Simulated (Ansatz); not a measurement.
# C₂H₆AlFS: one species, many methods

One table from this session's results is given with a row withheld; the runs are named, their logs left out.

The runs use Ansatz 0.2.0, Gaussian basis; functionals in def2-TZVPP, the program's frozen cores in correlated methods.

Plan: LDA (SPW92), PBE-D4, revPBE-D4, BLYP-D4, r2SCAN-D4, B97M-V, PBE0-D4, B3LYP-D4, r2SCANh-D4, r2SCAN0-D4, HSE06-D4, BHLYP-D4, CAM-B3LYP-D4, LC-ωPBE, ωB97X-V, ωB97M-V, B2PLYP, PBE-QIDH; CCSD(T)/def2-SVP; CCSD(T)/def2-TZVPP; MP2/def2-QZVPP; extrapolation to the limit; RPA on PBE.

**The geometry**

An earlier PBE0-D4 in a triple-zeta def2 set relaxation fixed the geometry.

SMILES `C[S][Al]([CH3])[F]`, 11 atoms, charge 0, spin multiplicity 1.

Atoms are counted from 1 here; the program's logs count them from 0.

Bond lengths: C1–S2 1.824 Å, C1–H6 1.089 Å, C1–H7 1.089 Å, C1–H8 1.089 Å, S2–Al3 2.166 Å, Al3–C4 1.940 Å, Al3–F5 1.651 Å, C4–H9 1.094 Å, C4–H10 1.094 Å, C4–H11 1.092 Å. Angles: S2–C1–H6 108.8°, S2–C1–H7 112.3°, S2–C1–H8 108.6°, H6–C1–H7 108.9°, H6–C1–H8 109.3°, H7–C1–H8 108.9°, C1–S2–Al3 101.1°, S2–Al3–C4 124.9°, S2–Al3–F5 115.0°, C4–Al3–F5 120.1°, Al3–C4–H9 111.7°, Al3–C4–H10 111.7°, Al3–C4–H11 110.3°, H9–C4–H10 107.2°, H9–C4–H11 107.9°, H10–C4–H11 107.9°.

Coordinates:

```
C    -0.6449    1.7376    0.6740
S     0.0062    1.7292   -1.0298
Al    0.5667   -0.3516   -1.2512
C     0.3477   -1.7117    0.1141
F     1.2202   -0.7451   -2.7156
H    -0.0336    2.4040    1.2808
H    -0.6398    0.7454    1.1236
H    -1.6683    2.1091    0.6524
H    -0.7026   -1.8397    0.3914
H     0.8948   -1.4603    1.0271
H     0.7190   -2.6738   -0.2462
```

The first run:

File in.yaml:

```yaml
crystal:
  periodic: [false, false, false]
  atoms:
    - {symbol: C, position_ang: [-0.644855, 1.737602, 0.673963]}
    - {symbol: S, position_ang: [0.006232, 1.729211, -1.029757]}
    - {symbol: Al, position_ang: [0.566652, -0.351590, -1.251245]}
    - {symbol: C, position_ang: [0.347657, -1.711654, 0.114084]}
    - {symbol: F, position_ang: [1.220161, -0.745091, -2.715569]}
    - {symbol: H, position_ang: [-0.033635, 2.404022, 1.280826]}
    - {symbol: H, position_ang: [-0.639783, 0.745400, 1.123615]}
    - {symbol: H, position_ang: [-1.668346, 2.109086, 0.652415]}
    - {symbol: H, position_ang: [-0.702612, -1.839724, 0.391391]}
    - {symbol: H, position_ang: [0.894842, -1.460284, 1.027054]}
    - {symbol: H, position_ang: [0.718987, -2.673777, -0.246178]}
basis:
  gaussian: {orbitals: def2-TZVPP}
hamiltonian: {xc: lda}
output: {orbitals: {seedname: orbitals}}
```

Steps of the session up to this table: LDA; PBE-D4 (GGA); revPBE-D4 (GGA); BLYP-D4 (GGA); r2SCAN-D4 (meta-GGA); B97M-V (meta-GGA); PBE0-D4 (hybrid); B3LYP-D4 (hybrid); r2SCANh-D4 (hybrid); r2SCAN0-D4 (hybrid); HSE06-D4 (hybrid); BHLYP-D4 (hybrid); CAM-B3LYP-D4 (range-separated); LC-ωPBE-D4 (range-separated; the results give it without D4); ωB97X-V (range-separated); ωB97M-V (range-separated); B2PLYP (double hybrid); PBE-QIDH (double hybrid).

One of the session's tables, all rows but one given; the rest of the session is left out.

It belongs to the step «Frontier levels by functional». 

| functional | HOMO (eV) | gap (eV) |
| --- | --- | --- |
| LDA (SPW92) | -6.13 | 4.85 |
| PBE-D4 | -6.01 | 4.97 |
| revPBE-D4 | -5.96 | 5.04 |
| BLYP-D4 | ? | ? |
| r2SCAN-D4 | -6.27 | 5.58 |
| B97M-V | -6.34 | 5.49 |
| PBE0-D4 | -7.20 | 6.93 |
| B3LYP-D4 | -6.96 | 6.45 |
| r2SCANh-D4 | -6.71 | 6.27 |
| r2SCAN0-D4 | -7.37 | 7.30 |
| HSE06-D4 | -6.80 | 6.16 |
| BHLYP-D4 | -8.24 | 8.70 |
| CAM-B3LYP-D4 | -8.50 | 9.11 |
| LC-ωPBE | -9.89 | 11.65 |
| ωB97X-V | -9.54 | 11.16 |
| ωB97M-V | -9.38 | 10.65 |

Estimate the missing values for BLYP-D4.

Worked estimate for «HOMO (eV)». Against the share of exact exchange, B3LYP-D4 (0.2, -6.96), BHLYP-D4 (0.5, -8.24) give a slope of -4.27 per unit share; at 0 the line stands at -6.11.

**Answer.** HOMO (eV): -5.85; gap (eV): 4.87. In «HOMO (eV)» the line misses by -0.26.
